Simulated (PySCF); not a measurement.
# [La(H2O)3]3+: other functionals and bases at one geometry

One table from this session's results is given with a row withheld; the runs are named, their logs left out.

Computed with PySCF 2.14.0. Level: several levels, as the steps say, no spin–orbit coupling.

4 further runs of the same task are left out: 2 for a known fault of the program, 2 that didn't finish.

### The starting structure

10 atoms, charge 3, spin multiplicity 1.

Bond lengths: La1–O2 2.420 Å, La1–O5 2.420 Å, La1–O8 2.420 Å, O2–H3 0.988 Å, O2–H4 0.988 Å, O5–H6 0.988 Å, O5–H7 0.988 Å, O8–H9 0.988 Å, O8–H10 0.988 Å. Angles: O2–La1–O5 120.0°, O2–La1–O8 120.0°, O5–La1–O8 120.0°, La1–O2–H3 128.6°, La1–O2–H4 128.6°, H3–O2–H4 102.8°, La1–O5–H6 128.6°, La1–O5–H7 128.6°, H6–O5–H7 102.8°, La1–O8–H9 128.6°, La1–O8–H10 128.6°, H9–O8–H10 102.8°.

As a file:

```xyz
10
charge 3, multiplicity 1
La    0.0000    0.0000    0.0000
O     2.4198    0.0000    0.0000
H     3.0362    0.7694    0.0714
H     3.0362   -0.7694   -0.0714
O    -1.2099    2.0956    0.0000
H    -2.1844    2.2447    0.0714
H    -0.8518    3.0141   -0.0714
O    -1.2099   -2.0956    0.0000
H    -0.8518   -3.0141    0.0714
H    -2.1844   -2.2447   -0.0714
```

Formal oxidation states: La +3. An earlier session relaxed this geometry at B3LYP, La def2-SVP with ECP46, O def2-SVP, H def2-SVP (singlet, point group D3).

At B3LYP on the finer grid: E = -259.669575 Eh, HOMO -24.12 eV, LUMO -16.69 eV, Mulliken charge on La1 +2.00 e, largest force component 0.005 eV/Å. 

Levels to run: PBE; TPSS; wB97X; M06-L; B3LYP, TZVP; B3LYP, x2c-SVP. Hardware: 2 threads of Arm Neoverse V1, shared host.

Set-up of the first run:

run.py (the lines that set the calculation) reads:

```python
mol = gto.M(atom='''
La     0.00000     0.00000     0.00000
O      2.41975     0.00001     0.00000
H      3.03620     0.76941     0.07139
H      3.03620    -0.76938    -0.07139
O     -1.20989     2.09556     0.00000
H     -2.18443     2.24472     0.07139
H     -0.85180     3.01412    -0.07139
O     -1.20987    -2.09557     0.00000
H     -0.85177    -3.01413     0.07139
H     -2.18441    -2.24474    -0.07139''',
    basis={'La': 'def2-SVP', 'O': 'def2-SVP', 'H': 'def2-SVP'},
    ecp={'La': 'def2-SVP'},
    charge=3, spin=0)
mf = dft.RKS(mol, xc='PBE')
mf.grids.atom_grid = (75, 302)  # f atoms: unpruned, at least (60, 302)
mf = mf.density_fit()  # fitting sets: La def2-universal-JKFIT, O def2-universal-JKFIT, H def2-universal-JKFIT
mf.conv_tol = 1e-08; mf.max_cycle = 55
mf.kernel(dm0)  # dm0: the density of the relaxed state
```

Launch:

```console
$ OMP_NUM_THREADS=2 python run.py
```

Among the steps run: PBE; TPSS; wB97X; M06-L; B3LYP, TZVP; B3LYP, x2c-SVP.

One of the session's tables, all rows but one given; the rest of the session is left out.

| level | HOMO (eV) | gap (eV) | charge on La1 (e) | largest force component (eV/Å) |
| --- | --- | --- | --- | --- |
| B3LYP (relaxed here) | -24.12 | 7.42 | 2.00 | 0.00 |
| PBE | -22.61 | 5.42 | 1.90 | 0.46 |
| TPSS | -22.70 | 5.75 | 1.96 | 0.35 |
| wB97X | -26.99 | 12.97 | 2.07 | 0.20 |
| M06-L | -23.00 | 6.42 | 2.10 | 0.18 |
| B3LYP, TZVP | -24.22 | 7.52 | 2.22 | 0.41 |
| B3LYP, x2c-SVP | ? | ? | ? | ? |

**Question.** Estimate the row for B3LYP, x2c-SVP.

As computed: HOMO (eV): -24.19; gap (eV): 7.35; charge on La1 (e): 2.02; largest force component (eV/Å): 0.35. In the column «HOMO (eV)» it lies between B3LYP, TZVP (-24.22) and B3LYP (relaxed here) (-24.12).

In one basis the HOMO–LUMO gap runs from 5.42 eV (PBE) to 12.97 eV (wB97X). The largest leftover force, 0.46 eV/Å with PBE, stands at a geometry relaxed at another level. Total energies of different levels can't be compared.
